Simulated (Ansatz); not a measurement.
# Li2Y: the cost of one run

Method: DFT PBE, scalar-relativistic, plane waves, PAW, in Ansatz 0.2.0.

1 further run of the same task is left out (it didn't finish).

### Step 1. Starting point

The structure is tetragonal, space group I4/mmm (No. 139). The conventional cell has a = 4.030 Å, b = 4.030 Å, c = 6.609 Å, α = 90.00°, β = 90.00°, γ = 90.00°. Around Li (site symmetry 4mm) lie 1 Li at 1.23 Å. Y (site symmetry 4/mmm) is surrounded by 10 Li at 2.69 to 2.91 Å.

Coordinates:

```
Li Y
1.0
    -2.01484    2.01484    3.30455
     2.01484   -2.01484    3.30455
     2.01484    2.01484   -3.30455
Li Y
2 1
Direct
  0.59300 0.59300 0.00000
  0.40700 0.40700 0.00000
  0.00000 0.00000 0.00000
```

This is candidate A: CaC2 type (I4/mmm, No. 139).

(A quick probe on a coarse mesh, which set the mesh and smearing, is not shown.)

### Step 3. A loose first relaxation (candidate A)

Input file input.yaml:

```yaml
crystal:
  lattice:
    - [-2.0148420289, 2.0148420289, 3.3045481091]
    - [2.0148420289, -2.0148420289, 3.3045481091]
    - [2.0148420289, 2.0148420289, -3.3045481091]
  atoms:
    - { symbol: Li, position: [0.593, 0.593, 0.0] }
    - { symbol: Li, position: [0.407, 0.407, 0.0] }
    - { symbol: "Y", position: [0.0, 0.0, 0.0] }
basis:
  ecutwfc: 420
kpoints:
  mp_grid: { grid: [6, 6, 6] }
hamiltonian:
  xc: pbe
scf:
  occupations: { method: gaussian, width: 0.1 }
  lower_state_search: "off"
output:
  forces: true
  stress: true
  eigenvalues: true
relax:
  adjacent_minimum: "off"
  f_tol: 0.04
  max_steps: 70
  cell: { stress_tol: 0.4 }
```

Launch:

```sh
$ ansatz run input.yaml --threads 1 --pin off --max-ram 2560MiB --backend cpu --events-out ev --progress --plain --runs-dir out
```

Q: Estimate wall time and peak memory on 1 thread of Intel Xeon 6975P-C (Granite Rapids), shared host.

About 18 s, with a peak of 0.45 GiB.
